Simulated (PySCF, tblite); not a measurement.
**2,3-dimethyl-1-butanol (C6H14O): geometry, infrared bands and NMR shifts**

Aim: predict the infrared bands and NMR shifts of 2,3-dimethyl-1-butanol (C6H14O) (`CC(C)[C@H](C)CO`).

Computed with tblite 0.8.0 and PySCF 2.14.0, with density-fitted response routines of our own, on a single molecule in the gas phase. Atoms count from 0, in the outputs and in this text.

### Step 1. Starting geometry

21 atoms, charge 0, multiplicity 1; geometry from: force field or distance geometry start.

Bonds of the start (Å): C0–C1 1.49, C1–C2 1.53, C1–C3 1.47, C3–C4 1.55, C3–C5 1.48, C5–O6 1.38, C0–H7 1.11, C0–H8 1.13, C0–H9 1.11, C1–H10 1.10, C2–H11 1.10, C2–H12 1.10, C2–H13 1.12, C3–H14 1.10, C4–H15 1.11, C4–H16 1.12, C4–H17 1.11, C5–H18 1.13, C5–H19 1.12, O6–H20 1.02.

### Step 2. Geometry optimisation with GFN2-xTB

What the job is given:

```
{"job": {"kind": "relax", "xc": "GFN2-xTB", "basis": "xTB"}, "charge": 0, "multiplicity": 1}
C     -1.105400     1.109800     0.839900
C     -0.717400     0.371400    -0.391600
C     -1.822600    -0.663400    -0.602100
C      0.569100    -0.349800    -0.402300
C      0.664700    -1.444500     0.693300
C      1.820100     0.428200    -0.289700
O      2.071000     1.364300    -1.268900
H     -0.377100     1.836500     1.245100
H     -1.996800     1.739900     0.542900
H     -1.488100     0.482600     1.673500
H     -0.792900     1.048000    -1.255300
H     -2.041400    -0.823100    -1.669700
H     -1.633900    -1.614400    -0.075300
H     -2.755200    -0.254900    -0.146400
H      0.614600    -0.919800    -1.346000
H      0.570700    -2.453600     0.242900
H      1.663900    -1.419000     1.193300
H     -0.112000    -1.299000     1.467900
H      2.692200    -0.286800    -0.321400
H      1.913000     0.890900     0.725500
H      2.254600     2.273900    -0.856000
```

Launch:

```sh
OMP_NUM_THREADS=1 python probes_run.py task.json out
```

The driver reads the jobs from task.json and runs them one after another.

**Question.** This job is followed by: GFN2-xTB harmonic vibrations, gas phase; GIAO PBE0/pcSseg-1 NMR shielding, non-relativistic, gas phase. What will the session give for the following? strongest single infrared mode (GFN2-xTB); zero-point energy (GFN2-xTB); ¹³C shifts against TMS (PBE0/pcSseg-1); ¹H shifts against TMS (PBE0/pcSseg-1, means over atoms taken as alike); ¹⁷O shifts against H2O (PBE0/pcSseg-1); surface potential, 1st and 99th percentile.

**Answer**, as computed:

```
                                                              quantity                                               value
                             strongest single infrared mode (GFN2-xTB)                                2852 cm⁻¹, 81 km/mol
                                          zero-point energy (GFN2-xTB)                                      119.5 kcal/mol
                                ¹³C shifts against TMS (PBE0/pcSseg-1)              70.0, 43.6, 27.4, 23.7, 15.9, 10.9 ppm
¹H shifts against TMS (PBE0/pcSseg-1, means over atoms taken as alike)  3.80, 3.76, 2.36, 1.63, 1.00, 0.75, 0.68, 0.47 ppm
                                ¹⁷O shifts against H2O (PBE0/pcSseg-1)                                            30.4 ppm
                                 surface potential, 1st and 99th percentile                                  -1.57 V and 1.95 V
```

In words: Relaxing lowered the energy by 0.856 eV in 147 steps; the close pair that moved most is C1–C3, from 1.475 to 1.542 Å. No mode is imaginary among the 57: a minimum at this level. The strongest single mode, at 2852 cm⁻¹, moves mainly H18 and H19. Unscaled tight-binding wavenumbers are off by several per cent, some by more. Its intensities can rank the bands wrongly. C5 (sp3 CH2 bonded to O) lies farthest downfield among carbon, at 70.0 ppm; pulled downfield by the heteroatom. At PBE0/pcSseg-1: The widest tensor belongs to O6: span 126 ppm, with a paramagnetic part of -81 ppm.
